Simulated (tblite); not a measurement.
# Si2H5SF (SMILES F[SiH2][SiH2]S): IPEA1-xTB

What is the electronic atomisation energy of Si2H5SF at IPEA1-xTB? 

Program for the calculation: tblite 0.8.0.

14 further runs of the same task are left out: 14 set aside as unsound or not needed.

### 1 The structure to begin with

Si2H5SF has 9 atoms, charge 0, and is taken as a singlet. As SMILES, `F[SiH2][SiH2]S`. The shape is that of a GFN2-xTB optimisation. This is one conformer, not always the lowest.

Bond lengths: F1–Si2 1.616 Å, Si2–Si3 2.310 Å, Si3–S4 2.159 Å, Si2–H5 1.457 Å, Si2–H6 1.458 Å, Si3–H7 1.458 Å, Si3–H8 1.466 Å, S4–H9 1.325 Å. Some angles: F1–Si2–Si3 107.2°, Si2–Si3–S4 111.7°, F1–Si2–H5 103.4°, F1–Si2–H6 102.7°, Si3–Si2–H5 113.5°, Si3–Si2–H6 117.3°, Si2–Si3–H7 113.5°, Si2–Si3–H8 115.0°, S4–Si3–H7 101.3°, S4–Si3–H8 105.7°.

### 2 Energy and gradient at IPEA1-xTB

The input, calc.py:

```python
# IPEA1-xTB energy and gradient
import json
import numpy as np
from tblite.interface import Calculator

symbols = ["F", "Si", "Si", "S", "H", "H", "H", "H", "H"]
numbers = np.array([9, 14, 14, 16, 1, 1, 1, 1, 1])
positions = np.array([
    [-1.155530, 1.377130, -1.247000],
    [0.369150, 1.034250, -0.836910],
    [0.335860, -0.974420, 0.302680],
    [-0.887530, -0.865650, 2.077860],
    [1.055180, 0.962610, -2.120210],
    [0.773960, 2.220110, -0.091750],
    [1.627960, -1.344350, 0.868170],
    [-0.178790, -2.113230, -0.463050],
    [-1.940260, -0.296440, 1.510210],
]) / 0.529177210903

calc = Calculator("IPEA1-xTB", numbers, positions, charge=0, uhf=0)
calc.set("accuracy", 0.1)
calc.add("spin-polarization", 1.0)
result = calc.singlepoint()

print(f"E(total): {result.get('energy') * 2625.4996:.8f} kJ/mol")
eps = np.atleast_2d(result.get("orbital-energies")) * 27.211386
occ = np.atleast_2d(result.get("orbital-occupations"))
filled = occ.sum(axis=0) if eps.shape[0] == 1 else occ[0]
homo = np.nonzero(filled > 0.5)[0].max()
print(f"HOMO {eps[0, homo]:.4f} eV")
if homo + 1 < eps.shape[1]:
    print(f"LUMO {eps[0, homo + 1]:.4f} eV, gap {eps[0, homo + 1] - eps[0, homo]:.4f} eV")
mu = result.get("dipole") * 2.541746
print(f"|mu|: {np.linalg.norm(mu):.4f} D, components " + " ".join(f"{c:.4f}" for c in mu))
q = result.get("charges")
g = result.get("gradient")
print("atom     charge      dE/dx        dE/dy        dE/dz   (Eh/bohr)")
for i, s in enumerate(symbols):
    print(f"{s:<2}{i + 1:<3} {q[i]:9.4f} {g[i, 0]:12.7f} {g[i, 1]:12.7f} {g[i, 2]:12.7f}")
print(f"gradient norm {np.linalg.norm(g):.6f} Eh/bohr")
out = {k: np.asarray(result.get(k)).tolist() for k in ("energy", "gradient", "charges", "dipole", "orbital-energies", "orbital-occupations")}
out.update(symbols=symbols, positions=(positions * 0.529177210903).tolist())
json.dump(out, open("results.json", "w"))
```

On the command line:

```console
$ python calc.py
```

Output:

```text
------------------------------------------------------------
  cycle        total energy    energy error   density error
------------------------------------------------------------
      1     -15.84426220606  -1.5936484E+01   2.6729391E-01
      2     -15.91387469566  -6.9612490E-02   1.5258727E-01
      3     -15.91459026775  -7.1557208E-04   5.8352314E-02
      4     -15.91653046036  -1.9401926E-03   4.7414357E-03
      5     -15.91660823077  -7.7770413E-05   1.0367780E-03
      6     -15.91661619991  -7.9691322E-06   4.1132126E-04
      7     -15.91661668098  -4.8107192E-07   1.6614806E-04
      8     -15.91661683295  -1.5197534E-07   3.0499035E-05
      9     -15.91661683898  -6.0299072E-09   3.6622070E-06
     10     -15.91661683904  -5.7202243E-11   1.2558954E-06
------------------------------------------------------------

 total:                                   0.016 sec
E(total): -41789.07114425 kJ/mol
HOMO -11.3931 eV
LUMO -7.0967 eV, gap 4.2964 eV
|mu|: 1.0001 D, components 0.5257 0.1971 -0.8276
atom     charge      dE/dx        dE/dy        dE/dz   (Eh/bohr)
F 1     -0.1646   -0.0056203    0.0016250   -0.0031012
Si2      0.2374    0.0038061    0.0000452    0.0041910
Si3      0.1311    0.0089775    0.0036617   -0.0199993
S 4     -0.1862   -0.0064737   -0.0048398    0.0253456
H 5     -0.0450    0.0030701   -0.0055580   -0.0088060
H 6     -0.0406    0.0006597    0.0095517    0.0072411
H 7     -0.0362    0.0088615    0.0012576    0.0038957
H 8     -0.0398   -0.0069629   -0.0092177   -0.0043648
H 9      0.1440   -0.0063182    0.0034742   -0.0044021
gradient norm 0.043113 Eh/bohr
```

Wall time 0.35 s (1 thread of Intel Xeon at 2.50GHz (Skylake/Cascade Lake), shared host).

### 3 The F atom: the energy at IPEA1-xTB

The input, molecule.xyz:

```xyz
1

F      0.000000     0.000000     0.000000
```

The input, script.py:

```python
# IPEA1-xTB single point
import json
import numpy as np
from tblite.interface import Calculator
from tblite.interface import symbols_to_numbers

symbols = list(map(str, np.loadtxt("molecule.xyz", skiprows=2, usecols=0, dtype=str, ndmin=1)))
numbers = np.array(symbols_to_numbers(symbols))
positions = np.loadtxt("molecule.xyz", skiprows=2, usecols=(1, 2, 3), ndmin=2) / 0.52917721

calculator = Calculator("IPEA1-xTB", numbers, positions, charge=0, uhf=1)
calculator.set("accuracy", 0.1)
calculator.add("spin-polarization", 1.0)
result = calculator.singlepoint()

print(f"total energy: {result.get('energy'):.8f} Eh")
eps = np.atleast_2d(result.get("orbital-energies")) * 27.211386
occ = np.atleast_2d(result.get("orbital-occupations"))
filled = occ.sum(axis=0) if eps.shape[0] == 1 else occ[0]
homo = np.nonzero(filled > 0.5)[0].max()
print(f"HOMO {eps[0, homo]:.4f} eV")
if homo + 1 < eps.shape[1]:
    print(f"LUMO {eps[0, homo + 1]:.4f} eV, gap {eps[0, homo + 1] - eps[0, homo]:.4f} eV")
mu = result.get("dipole") * 2.541746
print(f"|mu|: {np.linalg.norm(mu):.4f} D, components " + " ".join(f"{c:.4f}" for c in mu))
q = result.get("charges")
print("Charges:", " ".join(f"{s}{i + 1}={c:+.4f}" for i, (s, c) in enumerate(zip(symbols, q))))
out = {k: np.asarray(result.get(k)).tolist() for k in ("energy", "gradient", "charges", "dipole", "orbital-energies", "orbital-occupations")}
out.update(symbols=symbols, positions=(positions * 0.529177210903).tolist())
json.dump(out, open("results.json", "w"))
```

Run the same way, it converges to -5.24724 Eh (log not shown).

### 4 The H atom: a single-point energy at IPEA1-xTB

The input, run.py:

```python
import json
import numpy as np
from tblite.interface import Calculator

symbols = ["H"]
numbers = np.array([1])
positions = np.array([  # bohr
    [0.000000, 0.000000, 0.000000],
])

tb = Calculator("IPEA1-xTB", numbers, positions, charge=0, uhf=1)
tb.set("accuracy", 0.1)
tb.add("spin-polarization", 1.0)
sp = tb.singlepoint()

print(f"E(total): {sp.get('energy') * 2625.4996:.8f} kJ/mol")
eps = np.atleast_2d(sp.get("orbital-energies")) * 27.211386
occ = np.atleast_2d(sp.get("orbital-occupations"))
filled = occ.sum(axis=0) if eps.shape[0] == 1 else occ[0]
homo = np.nonzero(filled > 0.5)[0].max()
print("  MO   occupation   energy/eV")
for i in range(max(0, homo - 4), min(eps.shape[1], homo + 5)):
    print(f"{i + 1:4d} {filled[i]:10.4f} {eps[0, i]:12.4f}")
mu = sp.get("dipole") * 2.541746
print(f"Dipole moment: {np.linalg.norm(mu):.4f} D, components " + " ".join(f"{c:.4f}" for c in mu))
q = sp.get("charges")
print("Charges:", " ".join(f"{s}{i + 1}={c:+.4f}" for i, (s, c) in enumerate(zip(symbols, q))))
out = {k: np.asarray(sp.get(k)).tolist() for k in ("energy", "gradient", "charges", "dipole", "orbital-energies", "orbital-occupations")}
out.update(symbols=symbols, positions=(positions * 0.529177210903).tolist())
json.dump(out, open("results.json", "w"))
```

Run the same way, it converges to -0.42249 Eh (log not shown).

### 5 The S atom: a single-point energy at IPEA1-xTB

The input, xtb_job.py:

```python
import json
import numpy as np
from ase import Atoms
from ase.units import Bohr
from tblite.ase import TBLite
from ase.units import kJ, mol as mol_
from ase.units import Debye

molecule = Atoms(["S"], positions=Bohr * np.array([
    [0.000000, 0.000000, 0.000000],
]))
start = molecule.get_positions()

molecule.calc = TBLite(
    method="IPEA1-xTB",
    multiplicity=3,
    accuracy=0.1,
    spin_polarization=1.0,
    verbosity=0,
)
print(f"E: {molecule.get_potential_energy() / (kJ / mol_):.6f} kJ/mol")
print(f"Dipole: {np.linalg.norm(molecule.get_dipole_moment()) / Debye:.4f} D")
for a, q in zip(molecule, molecule.get_charges()):
    print(f"{a.symbol}{a.index + 1} {q:+.4f}")
json.dump(dict(energy=molecule.get_potential_energy(), forces=molecule.get_forces().tolist(), dipole=molecule.get_dipole_moment().tolist(), charges=molecule.get_charges().tolist(),
               symbols=molecule.get_chemical_symbols(), start=start.tolist(), final=molecule.positions.tolist()), open("results.json", "w"))
```

On the command line:

```console
$ python xtb_job.py
```

Output:

```text
E: -9495.808964 kJ/mol
Dipole: 0.0000 D
S1 +0.0000
```

Run time: 0.23 s. Hardware: 1 thread of Intel Xeon at 2.50GHz (Skylake/Cascade Lake), shared host.

### 6 The Si atom: the energy at IPEA1-xTB

The input, run.py:

```python
import json
import numpy as np
from ase import Atoms
from ase.units import Bohr
from tblite.ase import TBLite
from ase.units import kJ, mol as mol_
from ase.units import Debye

atoms = Atoms(["Si"], positions=Bohr * np.array([
    [0.000000, 0.000000, 0.000000],
]))
start = atoms.get_positions()

atoms.calc = TBLite(
    method="IPEA1-xTB",
    multiplicity=3,
    accuracy=0.1,
    spin_polarization=1.0,
)
print(f"E: {atoms.get_potential_energy() / (kJ / mol_):.6f} kJ/mol")
print(f"Dipole: {np.linalg.norm(atoms.get_dipole_moment()) / Debye:.4f} D")
print("Charges:", np.round(atoms.get_charges(), 4))
json.dump(dict(energy=atoms.get_potential_energy(), forces=atoms.get_forces().tolist(), dipole=atoms.get_dipole_moment().tolist(), charges=atoms.get_charges().tolist(),
               symbols=atoms.get_chemical_symbols(), start=start.tolist(), final=atoms.positions.tolist()), open("results.json", "w"))
```

Run the same way, it converges to -1.65220 Eh (log not shown).

### 7 Outcome

At IPEA1-xTB:

| quantity | value |
| --- | --- |
| molecule: total energy | -15.91662 Eh |
| molecule: dipole moment | 1.00 D |
| molecule: HOMO energy | -11.39 eV |
| molecule: LUMO energy | -7.10 eV |
| molecule: HOMO–LUMO gap | 4.30 eV |
| molecule: largest force on an atom | 1.368 eV/Å |
| F atom: total energy | -5.24724 Eh |
| F atom: dipole moment | 0.00 D |
| F atom: HOMO energy (as the program lists it) | -18.25 eV |
| F atom: LUMO energy (as the program lists it) | -6.97 eV |
| F atom: largest force on an atom | 0.000 eV/Å |
| H atom: total energy | -0.42249 Eh |
| H atom: dipole moment | 0.00 D |
| H atom: HOMO energy (as the program lists it) | -12.47 eV |
| H atom: largest force on an atom | 0.000 eV/Å |
| S atom: total energy | -3.61676 Eh |
| S atom: dipole moment | 0.00 D |
| S atom: largest force on an atom | 0.000 eV/Å |
| Si atom: total energy | -1.65220 Eh |
| Si atom: dipole moment | 0.00 D |
| Si atom: largest force on an atom | 0.000 eV/Å |
| electronic atomisation energy | 44.512 eV |

In words: Taking the molecule apart into free atoms costs 44.51 eV (1026 kcal/mol), before zero-point energy and without spin-orbit coupling. The largest force (molecule) is 1.37 eV/Å: the shape isn't a stationary point for this species at this level. Tight-binding and semi-empirical models aren't fitted to free atoms, so this value can be far from the true one.
